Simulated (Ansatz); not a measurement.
Runs of Ansatz 0.2.0 on BiTe. Symmetry: Fm-3m, No. 225, cubic system. Conventional cell: a = 6.470 Å, b = 6.470 Å, c = 6.470 Å, α = 90.00°, β = 90.00°, γ = 90.00°. Bi (site symmetry m-3m) is surrounded by 6 Te at 3.23 Å. Around Te (site symmetry m-3m) lie 6 Bi at 3.23 Å. 

```tsv
task	level	spin	cell	k mesh	cutoff (eV)	smearing	points for each segment of the path	gap on the mesh (eV)	pressure (GPa)
single point	PBE	off	as given	7 × 7 × 7	420	gaussian 0.016 eV	-	none	1.0
single point	PBE	off	as given	7 × 7 × 7	420	gaussian 0.023 eV	-	none	1.0
band structure	r2SCAN	off	as given	7 × 7 × 7	500	fermi-dirac 0.05 eV	14	none	0.1
single point	PBE	off	as given	7 × 7 × 7	420	gaussian 0.024 eV	-	none	1.0
band structure	PBEsol	SOC, no magnetisation	as given	5 × 5 × 5	420	fermi-dirac 0.05 eV	14	none	(b)
band structure	BLYP	off	as given	7 × 7 × 7	420	fermi-dirac 0.05 eV	14	none	4.5
band structure	RPBE	off	as given	7 × 7 × 7	420	fermi-dirac 0.05 eV	14	none	2.2
single point	PBE	off	as given	7 × 7 × 7	420	gaussian 0.012 eV	-	none	1.0
band structure	revPBE	off	as given	7 × 7 × 7	420	fermi-dirac 0.05 eV	14	none	(a)
relaxation of cell and atoms	BLYP	off	relaxed	7 × 7 × 7	420	fermi-dirac 0.05 eV	-	none	0.0
single point	PBE	off	as given	7 × 7 × 7	420	gaussian 0.02 eV	-	none	1.0
single point	PBE	off	as given	7 × 7 × 7	420	gaussian 0.021 eV	-	none	1.0
```

Alike in all rows: potentials or basis Ansatz PAW.

Problem. Fill in the values left out.

Solution. (a) 1.9; (b) 0.2.

Caveats: spin-orbit coupling is left out, which moves the levels of the heavy elements (some runs); the PAW data sets come from PBE, with cores solved anew for the run's functional, which leaves a small shift of forces and pressure (some runs); the plane-wave basis is chosen anew once the cell has moved, so the energies of steps on either side of that aren't comparable (some runs).

A k mesh can miss the band edges, and rows without SOC leave out spin-orbit coupling on Bi, Te.

A gap of «none» marks a metal or a gap under the smearing width.
